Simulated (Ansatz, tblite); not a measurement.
# The cluster Sn18H28: one state, many levels

Aim: run the singlet of the cluster Sn18H28 at one geometry on many levels, and compare frontier levels, spin and run time.

The runs use Ansatz 0.2.0, Gaussian basis; as each input shows.

The runs, in order: GFN1-xTB, GFN2-xTB, PBE-D4/def2-SVP, r2SCAN-D4/def2-SVP, PBE-QIDH/def2-SVP, PBE0-D4/def2-TZVP, PBE-D4/def2-TZVP, MP2/def2-SVP.

5 further runs of the same task are left out: 3 for a known fault of the program, 2 set aside as unsound or not needed.

## (1) The geometry

The singlet was relaxed beforehand with PBE-D4/def2-SVP.

46 atoms, charge 0, spin multiplicity 1.

Bond lengths: Sn1–Sn7 2.855 Å, Sn1–Sn9 2.822 Å, Sn1–Sn10 2.823 Å, Sn1–H19 1.744 Å, Sn2–Sn12 2.819 Å, Sn2–Sn13 2.819 Å, Sn2–Sn14 2.825 Å, Sn2–H20 1.740 Å, Sn3–Sn9 2.819 Å, Sn3–Sn11 2.825 Å, Sn3–Sn15 2.819 Å, Sn3–H21 1.740 Å, Sn4–Sn6 2.855 Å, Sn4–Sn12 2.822 Å, Sn4–Sn16 2.822 Å, Sn4–H22 1.744 Å, Sn5–Sn10 2.819 Å, Sn5–Sn11 2.825 Å and more. Angles: Sn7–Sn1–Sn9 105.0°, Sn7–Sn1–Sn10 105.0°, Sn7–Sn1–H19 113.0°, Sn9–Sn1–Sn10 106.6°, Sn9–Sn1–H19 113.2°, Sn10–Sn1–H19 113.3°, Sn12–Sn2–Sn13 99.9°, Sn12–Sn2–Sn14 109.0°, Sn12–Sn2–H20 114.1°, Sn13–Sn2–Sn14 109.0°, Sn13–Sn2–H20 114.1°, Sn14–Sn2–H20 110.2°, Sn9–Sn3–Sn11 109.0°, Sn9–Sn3–Sn15 100.0°, Sn9–Sn3–H21 114.1°, Sn11–Sn3–Sn15 109.0°, Sn11–Sn3–H21 110.2°, Sn15–Sn3–H21 114.1° and more.

Sn takes a core potential in the def2 sets. No spin-orbit coupling is included.

PBE0-D4/def2-SVP was run before; its log isn't repeated, and its numbers join the tables.

## (2) GFN1-xTB

Tight binding, by tblite at 300 K electronic temperature and without a spin-polarisation term:

```python
tblite.interface.Calculator('GFN1-xTB', numbers, positions, charge=0, uhf=0).singlepoint()
```

Energy -1645.2952 eV, HOMO -10.31 eV, LUMO -8.30 eV; 0.21 s.

## (3) GFN2-xTB

Tight binding, by tblite at 300 K electronic temperature and without a spin-polarisation term:

```python
tblite.interface.Calculator('GFN2-xTB', numbers, positions, charge=0, uhf=0).singlepoint()
```

Energy -1425.5371 eV, HOMO -10.68 eV, LUMO -9.21 eV; 0.37 s.

## (4) PBE-D4/def2-SVP

start.molden holds the orbitals of an earlier run on this state, given as this run's starting guess.

Input file in.yaml:

```yaml
crystal:
  periodic: [false, false, false]
  atoms:
    - {symbol: Sn, position_ang: [-1.009708, -1.012236, -1.843501]}
    - {symbol: Sn, position_ang: [-1.662982, -1.666153, 5.171823]}
    - {symbol: Sn, position_ang: [-1.671022, 1.666582, -5.174725]}
    - {symbol: Sn, position_ang: [-1.010225, 1.006047, 1.835593]}
    - {symbol: Sn, position_ang: [1.669034, -1.662495, -5.176188]}
    - {symbol: Sn, position_ang: [1.009322, -1.011703, 1.834977]}
    - {symbol: Sn, position_ang: [1.005565, 1.009732, -1.841368]}
    - {symbol: Sn, position_ang: [1.670607, 1.669800, 5.163917]}
    - {symbol: Sn, position_ang: [-3.126855, 0.068596, -3.365243]}
    - {symbol: Sn, position_ang: [0.078932, -3.125442, -3.365331]}
    - {symbol: Sn, position_ang: [-0.001664, 0.002108, -6.731961]}
    - {symbol: Sn, position_ang: [-3.124694, -0.074910, 3.361034]}
    - {symbol: Sn, position_ang: [-0.073666, -3.126638, 3.358246]}
    - {symbol: Sn, position_ang: [0.007463, 0.001890, 6.724188]}
    - {symbol: Sn, position_ang: [-0.077433, 3.125383, -3.363747]}
    - {symbol: Sn, position_ang: [0.073823, 3.124826, 3.352683]}
    - {symbol: Sn, position_ang: [3.124478, -0.070419, -3.361068]}
    - {symbol: Sn, position_ang: [3.126853, 0.073648, 3.353107]}
    - {symbol: H, position_ang: [-1.492987, -1.495457, -0.238566]}
    - {symbol: H, position_ang: [-2.651302, -2.656193, 6.206114]}
    - {symbol: H, position_ang: [-2.662981, 2.656538, -6.205583]}
    - {symbol: H, position_ang: [-1.494248, 1.487663, 0.230351]}
    - {symbol: H, position_ang: [2.661255, -2.650995, -6.208210]}
    - {symbol: H, position_ang: [1.489639, -1.494253, 0.228878]}
    - {symbol: H, position_ang: [1.486661, 1.492396, -0.235557]}
    - {symbol: H, position_ang: [2.662861, 2.661481, 6.192844]}
    - {symbol: H, position_ang: [-4.074204, -1.166611, -4.133141]}
    - {symbol: H, position_ang: [-4.195815, 1.042233, -2.403991]}
    - {symbol: H, position_ang: [-1.152724, -4.080488, -4.129287]}
    - {symbol: H, position_ang: [1.059874, -4.187505, -2.403787]}
    - {symbol: H, position_ang: [-0.988122, -0.987605, -7.766173]}
    - {symbol: H, position_ang: [0.983657, 0.990803, -7.768202]}
    - {symbol: H, position_ang: [-4.191529, -1.054006, 2.402921]}
    - {symbol: H, position_ang: [-4.074599, 1.160336, 4.125610]}
    - {symbol: H, position_ang: [-1.054517, -4.190194, 2.398301]}
    - {symbol: H, position_ang: [1.159796, -4.080099, 4.121341]}
    - {symbol: H, position_ang: [-0.977660, 0.988358, 7.762732]}
    - {symbol: H, position_ang: [0.998194, -0.985960, 7.756147]}
    - {symbol: H, position_ang: [-1.052894, 4.193893, -2.403850]}
    - {symbol: H, position_ang: [1.158388, 4.073137, -4.130115]}
    - {symbol: H, position_ang: [-1.159275, 4.076279, 4.118913]}
    - {symbol: H, position_ang: [1.049651, 4.189786, 2.389217]}
    - {symbol: H, position_ang: [4.187564, -1.050432, -2.399732]}
    - {symbol: H, position_ang: [4.077776, 1.164106, -4.122625]}
    - {symbol: H, position_ang: [4.077406, -1.160407, 4.118846]}
    - {symbol: H, position_ang: [4.192308, 1.048478, 2.389166]}
basis:
  gaussian: {orbitals: def2-SVP, fitting: {mean_field: def2-universal-jkfit}, initial_orbitals: start.molden}
hamiltonian: {xc: pbe, dispersion: d4}
scf: {omitted_lower_state_checks: [starts]}
output: {forces: true, orbitals: {seedname: orbitals}}
```

Started as:

```
ansatz run in.yaml --threads 4 --pin off --events-out ev --progress --plain --max-ram 66560MiB --backend cuda --devices 0, --max-vram 37GiB
```

Further steps of the session: r2SCAN-D4/def2-SVP; PBE-QIDH/def2-SVP; PBE0-D4/def2-TZVP; PBE-D4/def2-TZVP; MP2/def2-SVP.

Before running them: what should the planned runs give, taken together? Wanted: gap in def2-SVP, named functionals, smallest and largest; correlation energy, MP2/def2-SVP; binding an atom, functionals in def2-SVP; PBE0 total energy, smallest basis above largest.

The runs gave:

```
                                                quantity                                  value
gap in def2-SVP, named functionals, smallest and largest    3.22 eV (PBE-D4), 4.78 eV (PBE0-D4)
                        correlation energy, MP2/def2-SVP                              -55.64 eV
                binding an atom, functionals in def2-SVP  2.40 (PBE0-D4) to 2.40 eV (r2SCAN-D4)
         PBE0 total energy, smallest basis above largest          3.47 eV (def2-SVP, def2-TZVP)
```

In words: Orbital gaps of the named functionals in def2-SVP span 3.22 eV (PBE-D4) to 4.78 eV (PBE0-D4); exact exchange widens it.
